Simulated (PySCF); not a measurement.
# TaS₃⁻: a ladder of methods

How much do the numbers for TaS₃⁻ (singlet) hang on the method? All levels run at one geometry, the PBE0 minimum.

Program: PySCF 2.14.0. Level of theory: several methods, basis Ta def2-SVPD with ECP60, S def2-SVPD, scalar-relativistic core potentials, no spin–orbit coupling, density fitting. These are calculated values, not measurements.

### 1 Starting geometry

4 atoms, charge -1, spin multiplicity 1.

Bond lengths: Ta1–S2 2.223 Å, Ta1–S3 2.223 Å, Ta1–S4 2.223 Å. Angles: S2–Ta1–S3 112.8°, S2–Ta1–S4 112.8°, S3–Ta1–S4 112.8°.

Z-matrix (Å, degrees; charge -1 multiplicity 1):
```
Ta
S  1 2.2228
S  1 2.2228 2 112.79
S  1 2.2228 2 112.79 3 -129.21
```

### 2 PBE0

One driver script runs all steps and calls PySCF; scf.py shows the equivalent input of each level. Each SCF starts from the density of the minimum. The driver also runs the species with one electron less or more at the same geometry (one less: multiplicity 2); their logs are not shown.

scf.py reads:

```python
from pyscf import gto, scf, dft
mol = gto.M(atom='''
Ta     0.000000     0.000000    -0.211067
S      2.137700    -0.000021     0.398183
S     -1.068831     1.851313     0.398183
S     -1.068869    -1.851292     0.398183''',
    basis={'Ta': 'def2-SVPD', 'S': 'def2-SVPD'},
    ecp={'Ta': 'def2-SVPD'},
    charge=-1, spin=0)
mf = dft.RKS(mol, xc='PBE0')
mf.grids.atom_grid = (99, 590)
aux = {'Ta': 'def2-universal-JKFIT', 'S': 'def2-universal-JKFIT'}
mf = mf.density_fit(auxbasis=aux)
mf.kernel()
```

The program printed:

```text
init E= -1251.02380093129
  HOMO = -0.0785398256574927  LUMO = 0.0159781492414363  gap/eV = 2.57197
cycle= 1 E= -1251.0238009316  delta_E= -3.15e-10  |g|= 1.28e-05  |ddm|= 0.000133
  HOMO = -0.0785408356180385  LUMO = 0.0159800118307949  gap/eV = 2.57204
Extra cycle  E= -1251.02380093135  delta_E= 2.51e-10  |g|= 3.16e-05  |ddm|= 4.89e-05
converged SCF energy = -1251.02380093135
```

This level, with the species of one electron less or more, took 3.8 s on 4 threads, shared host.

```
energy                        : -1251.023801 Eh
one electron less (charge +0) : -1250.883085 Eh (doublet, ⟨S²⟩ 0.79)
Mulliken charge of Ta1        : +1.53 e
```

### 3 HF

scf.py: that of step 2 with these lines changed.

```diff
@@ -10,2 +10 @@
-mf = dft.RKS(mol, xc='PBE0')
-mf.grids.atom_grid = (99, 590)
+mf = scf.RHF(mol)
```

The program printed (excerpt; [...] marks lines left out):

```text
[... the frontier levels of the middle cycles are left out ...]
init E= -1248.76877775858
  HOMO = -0.153333731030875  LUMO = 0.134668325533604  gap/eV = 7.83694
cycle= 1 E= -1248.78698563199  delta_E= -0.0182  |g|= 0.199  |ddm|= 0.581
  HOMO = -0.166991931605448  LUMO = 0.0768035998697037  gap/eV = 6.63401
cycle= 2 E= -1248.78000142785  delta_E= 0.00698  |g|= 0.247  |ddm|= 0.599
  HOMO = -0.164478087841703  LUMO = 0.111475385109162  gap/eV = 7.50908
cycle= 3 E= -1248.79785866278  delta_E= -0.0179  |g|= 0.0215  |ddm|= 0.316
cycle= 4 E= -1248.79810733755  delta_E= -0.000249  |g|= 0.00415  |ddm|= 0.0669
cycle= 5 E= -1248.7981356187  delta_E= -2.83e-05  |g|= 0.0019  |ddm|= 0.0192
cycle= 6 E= -1248.79814480493  delta_E= -9.19e-06  |g|= 0.000768  |ddm|= 0.0113
cycle= 7 E= -1248.79814573977  delta_E= -9.35e-07  |g|= 0.000252  |ddm|= 0.00366
cycle= 8 E= -1248.79814583151  delta_E= -9.17e-08  |g|= 9.03e-05  |ddm|= 0.000993
cycle= 9 E= -1248.79814584621  delta_E= -1.47e-08  |g|= 3.19e-05  |ddm|= 0.000416
cycle= 10 E= -1248.79814584808  delta_E= -1.87e-09  |g|= 1.05e-05  |ddm|= 0.000152
cycle= 11 E= -1248.7981458483  delta_E= -2.24e-10  |g|= 3.4e-06  |ddm|= 5.31e-05
  HOMO = -0.164754372018294  LUMO = 0.111226382856732  gap/eV = 7.50982
Extra cycle  E= -1248.79814584832  delta_E= -1.57e-11  |g|= 2.39e-06  |ddm|= 9.05e-06
converged SCF energy = -1248.79814584832
```

This level, with the species of one electron less or more, took 1.8 s.

| Property | Result |
| --- | --- |
| energy | -1248.798146 Eh |
| one electron less (charge +0) | -1248.678746 Eh (doublet, ⟨S²⟩ 1.15) |
| Mulliken charge of Ta1 | +1.89 e |

### 4 MP2

scf.py: that of step 3 with these lines changed.

```diff
@@ -13,0 +14,2 @@
+from pyscf.mp import dfmp2
+dfmp2.DFMP2(mf, frozen=15).kernel()  # the driver gives MP2 a fitting basis of its own (RI)
```

The program printed (excerpt; [...] marks lines left out):

```text
[... the frontier levels of the middle cycles are left out ...]
init E= -1248.76877775858
  HOMO = -0.153333731030872  LUMO = 0.134668325533627  gap/eV = 7.83694
cycle= 1 E= -1248.78698563199  delta_E= -0.0182  |g|= 0.199  |ddm|= 0.581
  HOMO = -0.166991931605438  LUMO = 0.0768035998697092  gap/eV = 6.63401
cycle= 2 E= -1248.78000142785  delta_E= 0.00698  |g|= 0.247  |ddm|= 0.599
  HOMO = -0.164478087841696  LUMO = 0.111475385109169  gap/eV = 7.50908
cycle= 3 E= -1248.79785866278  delta_E= -0.0179  |g|= 0.0215  |ddm|= 0.316
cycle= 4 E= -1248.79810733756  delta_E= -0.000249  |g|= 0.00415  |ddm|= 0.0669
cycle= 5 E= -1248.7981356187  delta_E= -2.83e-05  |g|= 0.0019  |ddm|= 0.0192
cycle= 6 E= -1248.79814480493  delta_E= -9.19e-06  |g|= 0.000768  |ddm|= 0.0113
cycle= 7 E= -1248.79814573977  delta_E= -9.35e-07  |g|= 0.000252  |ddm|= 0.00366
cycle= 8 E= -1248.79814583151  delta_E= -9.17e-08  |g|= 9.03e-05  |ddm|= 0.000993
cycle= 9 E= -1248.79814584621  delta_E= -1.47e-08  |g|= 3.19e-05  |ddm|= 0.000416
cycle= 10 E= -1248.79814584808  delta_E= -1.87e-09  |g|= 1.05e-05  |ddm|= 0.000152
cycle= 11 E= -1248.7981458483  delta_E= -2.23e-10  |g|= 3.4e-06  |ddm|= 5.31e-05
  HOMO = -0.164754372018335  LUMO = 0.111226382856724  gap/eV = 7.50982
Extra cycle  E= -1248.79814584832  delta_E= -1.43e-11  |g|= 2.39e-06  |ddm|= 9.05e-06
converged SCF energy = -1248.79814584832
```

This level, with the species of one electron less or more, took 2.4 s.

```
energy                                                              : -1249.529135 Eh
one electron less (charge +0)                                       : -1249.368846 Eh (doublet, ⟨S²⟩ 1.15)
MP2 correlation in its own fitting basis (same spin, opposite spin) : -0.73099 Eh (-0.22493, -0.50605)
```

### 5 PBE

scf.py: that of step 4 with these lines changed.

```diff
@@ -10 +10,2 @@
-mf = scf.RHF(mol)
+mf = dft.RKS(mol, xc='PBE')
+mf.grids.atom_grid = (99, 590)
@@ -14,2 +14,0 @@
-from pyscf.mp import dfmp2
-dfmp2.DFMP2(mf, frozen=15).kernel()  # the driver gives MP2 a fitting basis of its own (RI)
```

The program printed (excerpt; [...] marks lines left out):

```text
[... the frontier levels of the middle cycles are left out ...]
init E= -1250.9818769229
  HOMO = -0.0385728367092898  LUMO = -0.0201055917035875  gap/eV = 0.50252
cycle= 1 E= -1250.9669160547  delta_E= 0.015  |g|= 0.257  |ddm|= 0.429
  HOMO = -0.0444794330904182  LUMO = 0.0438703250620726  gap/eV = 2.40412
cycle= 2 E= -1250.66167528745  delta_E= 0.305  |g|= 0.962  |ddm|= 1.29
  HOMO = -0.0405292006977941  LUMO = -0.0129862635540366  gap/eV = 0.74948
cycle= 3 E= -1250.9837645764  delta_E= -0.322  |g|= 0.0804  |ddm|= 1.11
cycle= 4 E= -1250.98534387158  delta_E= -0.00158  |g|= 0.0373  |ddm|= 0.0672
cycle= 5 E= -1250.98570227518  delta_E= -0.000358  |g|= 0.011  |ddm|= 0.0352
cycle= 6 E= -1250.98573846392  delta_E= -3.62e-05  |g|= 0.00207  |ddm|= 0.0149
cycle= 7 E= -1250.98573973615  delta_E= -1.27e-06  |g|= 0.000544  |ddm|= 0.00208
cycle= 8 E= -1250.98573981509  delta_E= -7.89e-08  |g|= 0.000173  |ddm|= 0.000754
cycle= 9 E= -1250.9857398266  delta_E= -1.15e-08  |g|= 3.28e-05  |ddm|= 0.000283
cycle= 10 E= -1250.98573982703  delta_E= -4.23e-10  |g|= 3.09e-06  |ddm|= 5.34e-05
  HOMO = -0.0404946317974188  LUMO = -0.0106783062293398  gap/eV = 0.81134
Extra cycle  E= -1250.98573982701  delta_E= 1.61e-11  |g|= 8.1e-06  |ddm|= 1.17e-05
converged SCF energy = -1250.98573982701
```

This level, with the species of one electron less or more, took 9.6 s.

| Quantity | Value |
| --- | --- |
| energy | -1250.985740 Eh |
| one electron less (charge +0) | -1250.854421 Eh (doublet, ⟨S²⟩ 0.76) |
| Mulliken charge of Ta1 | +1.45 e |

### 6 CCSD(T)

scf.py: that of step 5 with these lines changed.

```diff
@@ -10,2 +10 @@
-mf = dft.RKS(mol, xc='PBE')
-mf.grids.atom_grid = (99, 590)
+mf = scf.RHF(mol)
@@ -14,0 +14,3 @@
+from pyscf import cc
+mycc = cc.CCSD(mf, frozen=15).run()
+mycc.ccsd_t()
```

The program printed (excerpt; [...] marks lines left out):

```text
[... the frontier levels of the middle cycles are left out ...]
init E= -1248.76877775858
  HOMO = -0.153333731030863  LUMO = 0.134668325533613  gap/eV = 7.83694
cycle= 1 E= -1248.78698563199  delta_E= -0.0182  |g|= 0.199  |ddm|= 0.581
  HOMO = -0.166991931605443  LUMO = 0.0768035998697322  gap/eV = 6.63401
cycle= 2 E= -1248.78000142786  delta_E= 0.00698  |g|= 0.247  |ddm|= 0.599
  HOMO = -0.164478087841692  LUMO = 0.111475385109172  gap/eV = 7.50908
cycle= 3 E= -1248.79785866278  delta_E= -0.0179  |g|= 0.0215  |ddm|= 0.316
cycle= 4 E= -1248.79810733756  delta_E= -0.000249  |g|= 0.00415  |ddm|= 0.0669
cycle= 5 E= -1248.7981356187  delta_E= -2.83e-05  |g|= 0.0019  |ddm|= 0.0192
cycle= 6 E= -1248.79814480493  delta_E= -9.19e-06  |g|= 0.000768  |ddm|= 0.0113
cycle= 7 E= -1248.79814573977  delta_E= -9.35e-07  |g|= 0.000252  |ddm|= 0.00366
cycle= 8 E= -1248.79814583151  delta_E= -9.17e-08  |g|= 9.03e-05  |ddm|= 0.000993
cycle= 9 E= -1248.79814584621  delta_E= -1.47e-08  |g|= 3.19e-05  |ddm|= 0.000416
cycle= 10 E= -1248.79814584808  delta_E= -1.87e-09  |g|= 1.05e-05  |ddm|= 0.000152
cycle= 11 E= -1248.7981458483  delta_E= -2.24e-10  |g|= 3.4e-06  |ddm|= 5.31e-05
  HOMO = -0.164754372018286  LUMO = 0.111226382856689  gap/eV = 7.50982
Extra cycle  E= -1248.79814584832  delta_E= -1.25e-11  |g|= 2.39e-06  |ddm|= 9.05e-06
converged SCF energy = -1248.79814584832
CCSD nocc = 16, nmo = 101
Init t2, MP2 energy = -1249.52911970124  E_corr(MP2) -0.730973852923348
RCCSD converged
E(RCCSD) = -1249.516535673244  E_corr = -0.7183898249265555
RCCSD(T) correction = -0.0468582855528752
```

This level took 3.5 min on 4 threads, shared host.

```
energy                                                              : -1249.563394 Eh
MP2 correlation in its own fitting basis (same spin, opposite spin) : -0.73099 Eh (-0.22493, -0.50605)
CCSD, (T)                                                           : -0.71839, -0.04686 Eh; T1 0.027, D1 0.105
```

The dipole of an ion depends on the origin, here the centre of mass.

### 7 Comparison of the levels

| level | vertical ionisation energy (eV) | −ε(HOMO) (eV) | gap (eV) | dipole (D) | wall time |
| --- | --- | --- | --- | --- | --- |
| PBE0 | 3.83 | 2.14 | 2.57 | 4.76 | 3.8 s |
| HF | 3.25 | 4.48 | 7.51 | 5.09 | 1.8 s |
| MP2 | 4.36 | – | – | – | 2.4 s |
| PBE | 3.57 | 1.10 | 0.81 | 4.62 | 9.6 s |
| CCSD(T) | – | – | – | – | 3.5 min |

Times are for 4 threads, shared host; PBE0 starts from its own converged density, so its time is not comparable. A dash stands where a species or a free atom was not run at that level, or the quantity is not defined.

### 8 Results

```
                         quantity                       value
vertical ionisation energy, range  3.25 (HF) to 4.36 (MP2) eV
               orbital gap, range  0.81 (PBE) to 7.51 (HF) eV
                           T1, D1                0.027, 0.105
```

The vertical ionisation energy spreads over 1.11 eV, from HF to MP2; without a CCSD(T) value for it there is no yardstick here. Spin contamination is strong in at least one of the open-shell species at HF, MP2. With an element this heavy the missing spin–orbit coupling can shift these numbers.
